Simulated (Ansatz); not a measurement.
# CH5ClSSn: the cost of one run

Computed with Ansatz 0.2.0, driven from Python. Level of theory: r2SCAN+D3(BJ)/def2-SVP.

## (1) Starting point

Bond lengths: C1–S2 1.749 Å, S2–Sn3 2.424 Å, Sn3–Cl4 2.266 Å, C1–H5 1.140 Å, C1–H6 1.138 Å, C1–H7 1.145 Å, Sn3–H8 1.787 Å, Sn3–H9 1.789 Å. Angles: C1–S2–Sn3 92.7°, S2–C1–H5 112.8°, S2–C1–H6 113.7°, S2–C1–H7 110.9°, H5–C1–H6 107.9°, H5–C1–H7 106.2°, H6–C1–H7 104.8°, S2–Sn3–Cl4 109.5°, S2–Sn3–H8 107.0°, S2–Sn3–H9 109.1°, Cl4–Sn3–H8 110.3°, Cl4–Sn3–H9 112.6°, H8–Sn3–H9 108.1°.

No structure file is read: the coordinates are typed or built in the script.

## (2) The script

Contents of torsion_ch5clssn.py:

```python
"""Rigid torsion scan of CH5ClSSn."""

import warnings

import ansatz as az
from ase import Atoms

warnings.simplefilter("ignore", az.DeckWarning)

atoms = Atoms(["C", "S", "Sn", "Cl", "H", "H", "H", "H", "H"], positions=[
    [0.0319, 1.2988, -0.8363],
    [1.4094, 0.246, -0.6058],
    [0.1647, -1.2559, 0.8332],
    [-1.4991, -2.2347, -0.3545],
    [-0.8453, 0.7752, -1.3414],
    [-0.3502, 1.7702, 0.1262],
    [0.3041, 2.1852, -1.5072],
    [1.3161, -2.4892, 1.4224],
    [-0.4432, -0.3419, 2.2463],
])

# start the scan from a relaxed geometry
first = (
    az.Crystal.molecule_from_ase(atoms).calculation()
    .basis(gaussian="def2-SVP")
    .functional("r2SCAN", dispersion="d3bj")
    .relax(force_tolerance=0.02, max_steps=80)
)
atoms.positions = first.run(threads=1).report["positions_ang"]

start = atoms.get_dihedral(0, 1, 2, 3)
energies = {}
for turn in range(0, 360, 40):
    turned = atoms.copy()
    turned.set_dihedral(0, 1, 2, 3, start + turn, indices=[2, 3, 7, 8])
    job = (
        az.Crystal.molecule_from_ase(turned).calculation()
        .basis(gaussian="def2-SVP")
        .functional("r2SCAN", dispersion="d3bj")
    )
    energies[round((start + turn) % 360)] = job.run(threads=1).report["free_energy_ev"]
floor = min(energies.values())
print("dihedral C0-S1-Sn2-Cl3 (deg)   E - E(min) (kcal/mol)")
for angle, e in sorted(energies.items()):
    print(f"{angle:8d} {23.060548 * (e - floor):14.3f}  " + "#" * int(30 * (e - floor) / max(max(energies.values()) - floor, 1e-9)))
```

## (3) The calls as engine input

The engine receives this input (first run):

```yaml
crystal:
  periodic: [false, false, false]
  atoms:
    - { symbol: C, position_ang: [0.0319, 1.2988, -0.8363] }
    - { symbol: S, position_ang: [1.4094, 0.246, -0.6058] }
    - { symbol: Sn, position_ang: [0.1647, -1.2559, 0.8332] }
    - { symbol: Cl, position_ang: [-1.4991, -2.2347, -0.3545] }
    - { symbol: H, position_ang: [-0.8453, 0.7752, -1.3414] }
    - { symbol: H, position_ang: [-0.3502, 1.7702, 0.1262] }
    - { symbol: H, position_ang: [0.3041, 2.1852, -1.5072] }
    - { symbol: H, position_ang: [1.3161, -2.4892, 1.4224] }
    - { symbol: H, position_ang: [-0.4432, -0.3419, 2.2463] }
basis:
  gaussian:
    orbitals: def2-SVP
hamiltonian:
  xc: r2scan
  dispersion: d3bj
relax:
  f_tol: 0.02
  max_steps: 80
```

## (4) The run

Run with:

```console
> python torsion_ch5clssn.py
```

Q: Estimate wall time and peak memory on 1 thread of Arm Neoverse V2, shared host.

About 2.4 min, with a peak of 0.25 GiB.
